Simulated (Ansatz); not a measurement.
Write the native input for Ansatz 0.2.0 that does the following.

* Task: relaxation of cell and atoms
* Functional: PBE0
* Potentials or basis: Ansatz PAW
* Cutoff: 420 eV (not typed: the program's choice for these potentials)
* k mesh: 4 × 4 × 4
* Occupations: fermi-dirac, width 0.05 eV
* Spin: no spin polarisation

The system is BiTe.

```xyz
2
Lattice="0.0000 3.2350 3.2350 3.2350 0.0000 3.2350 3.2350 3.2350 0.0000" Properties=species:S:1:pos:R:3 pbc="T T T"
Bi    0.0000    0.0000    0.0000
Te    3.2350    3.2350    3.2350
```

One way to write it, as run:

input

```
crystal:
  lattice:
    - [0.0, 3.235, 3.235]
    - [3.235, 0.0, 3.235]
    - [3.235, 3.235, 0.0]
  atoms:
    - { symbol: Bi, position: [0.0, 0.0, 0.0] }
    - { symbol: Te, position: [0.5, 0.5, 0.5] }
hamiltonian:
  xc: pbe0
  pseudopotentials: { kind: paw }
kpoints:
  mp_grid: { grid: [4, 4, 4] }
scf:
  occupations: { method: fermi_dirac, width: 0.05 }
output:
  forces: true
  stress: true
  eigenvalues: true
  write_density: true
  write_potential: true
  elf: true
  volumetric_format: npy
relax:
  f_tol: 0.01
  max_steps: 40
  cell: { stress_tol: 0.05 }
```

Results of the run:

```
Relaxed volume                         : 32.96 Å³/atom
Relaxed cell                           : a = 4.534 Å, b = 4.534 Å, c = 4.534 Å, α = 60.00°, β = 60.00°, γ = 60.00°
Space group after relaxing (to 0.05 Å) : Fm-3m (No. 225)
Energy gained by relaxing              : 4.3 meV/atom
Ionic steps                            : 4
Pressure after relaxing                : 0.0 GPa
Band gap on the k mesh                 : none (metal or under the smearing width)
```

Caveat: the k mesh is coarse (spacing up to 0.42 Å⁻¹), so the values aren't converged, least of all with exact exchange; the plane-wave basis is chosen anew once the cell has moved, so the energies of steps on either side of that aren't comparable; spin-orbit coupling is left out, which moves the levels of the heavy elements; the PAW data sets come from PBE, with cores solved anew for the run's functional, which leaves a small shift of forces and pressure.

Wall time 25 s on 1 × NVIDIA H100 80GB HBM3 with 2 threads of AMD EPYC 7R13 Processor (Zen 3), with other jobs on the host, peak memory 1.7 GiB.
